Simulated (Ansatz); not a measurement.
# InSb3: the cost of one run

Program: Ansatz 0.2.0. Level of theory: DFT PBE+D3(BJ), scalar-relativistic, plane waves, PAW. These are calculated values, not measurements.

2 further runs of the same task are left out: 1 that didn't finish, 1 set aside as unsound or not needed.

### 1 The system as given

It takes space group Fm-3m (No. 225, cubic). Conventional cell: a = 7.456 Å, b = 7.456 Å, c = 7.456 Å, α = 90.00°, β = 90.00°, γ = 90.00°. In (site symmetry m-3m) is surrounded by 8 Sb at 3.23 Å. Sb (site symmetry -43m) is surrounded by 4 In at 3.23 Å and 4 Sb at 3.23 Å. Around Sb (site symmetry m-3m) lie 8 Sb at 3.23 Å.

As a file:

```xyz
4
Lattice="0.0000 3.7279 3.7279 3.7279 0.0000 3.7279 3.7279 3.7279 0.0000" Properties=species:S:1:pos:R:3 pbc="T T T"
In    0.0000    0.0000    0.0000
Sb    1.8640    1.8640    1.8640
Sb    5.5919    5.5919    5.5919
Sb    3.7279    3.7279    3.7279
```

It goes back to an entry of the Materials Project, which need not be the stable form.

This cell was relaxed beforehand with the same method: volume 25.90 Å³/atom, gap on the mesh none (metal).

### 2 Setting up a one-atom displacement scan

Atom 1 (In) is moved by x along the Cartesian unit vector (0.000, 0.000, 1.000); the cell and all other atoms stay fixed. Forces below are components along that vector, summed over the moved atoms. In a periodic cell its images move with it.

### 3 Point x = -0.450 Å

input.yaml reads:

```yaml
crystal:
  lattice:
    - [0.0, 3.7279225306, 3.7279225306]
    - [3.7279225306, 0.0, 3.7279225306]
    - [3.7279225306, 3.7279225306, 0.0]
  atoms:
    - { symbol: In, position: [-0.0603553315, -0.0603553315, 0.0603553315] }
    - { symbol: Sb, position: [0.25, 0.25, 0.25] }
    - { symbol: Sb, position: [0.75, 0.75, 0.75] }
    - { symbol: Sb, position: [0.5, 0.5, 0.5] }
basis:
  ecutwfc: 420
kpoints:
  mp_grid: { grid: [12, 12, 12] }
hamiltonian:
  xc: pbe
  dispersion: d3bj
scf:
  occupations: { method: gaussian, width: 0.15 }
output:
  forces: true
  stress: true
  eigenvalues: true
```

Started as:

```bash
$ ansatz run input.yaml --threads 1 --pin off --max-ram 2560MiB --backend cpu --events-out ev --progress --plain --runs-dir out
```

**Question.** How long does this run take on 1 thread of Arm Neoverse V2, shared host, and how much memory does it need?

About 44 s, with a peak of 0.65 GiB.
